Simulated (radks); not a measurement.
**K in [Ar] 4s1: an all-electron calculation**

The task here is to estimate one member of a computed series from the others.

Program: radks (a radial shooting solver on a logarithmic mesh, Libxc functionals) version 1. Level of theory: Dirac Kohn-Sham, LDA (Slater exchange, Perdew-Wang correlation), spin-unpolarised, spherical densities, finite nucleus. These are calculated values, not measurements, unless marked.

## The system

- element: potassium (Z = 19)
- charge: 0
- electrons: 19
- configuration: [Ar] 4s1
- nuclear rms radius: 3.4349 fm

Outer shells as boxes (Hund's rule):

K
```
[Ar] core
4s [↑ ]
```

Set-up of the first run:

Settings of this run:

```text
Z 19
configuration [Ar] 4s1 3d0 4p0 5s0 4f0
relativity Dirac
functional lda,pw
spin unpolarised
j_filling energy
nucleus finite rms 3.4349 fm
c 137.035999084
```

Run with:

```
$ python run_ks.py task.json out
```

This one command runs every case of the session in turn.

Among the steps run: Self-consistent calculation.

One of the session's tables, all rows but one given; the rest of the session is left out.

It belongs to the step «Shells». From the orbitals of this run (lengths in bohr):

| level | <r> | outermost maximum (interpolated) | 90 % within | nodes |
| --- | --- | --- | --- | --- |
| 1s1/2 | 0.08124 | 0.0531 | 0.145 | 0 |
| 2s1/2 | 0.3889 | 0.319 | 0.607 | 1 |
| 2p1/2 | 0.3495 | 0.261 | 0.579 | 0 |
| 2p3/2 | 0.3520 | 0.263 | 0.582 | 0 |
| 3s1/2 | ? | ? | ? | ? |
| 3p1/2 | 1.432 | 1.15 | 2.24 | 1 |
| 3p3/2 | 1.441 | 1.16 | 2.26 | 1 |
| 4s1/2 | 4.902 | 4.03 | 7.46 | 3 |
| 4p1/2 | 6.927 | 5.69 | 10.6 | 2 |
| 4p3/2 | 6.957 | 5.72 | 10.6 | 2 |
| 5s1/2 | 16.82 | 12.7 | 26.9 | 4 |

**Question.** Estimate the row for 3s1/2.

As computed: <r>: 1.270; outermost maximum (interpolated): 1.08; 90 % within: 1.92; nodes: 2. In the column «<r>» it lies between 2s1/2 (0.3889) and 3p1/2 (1.432).

To keep in mind: Spin polarisation and multiplet splitting are left out.
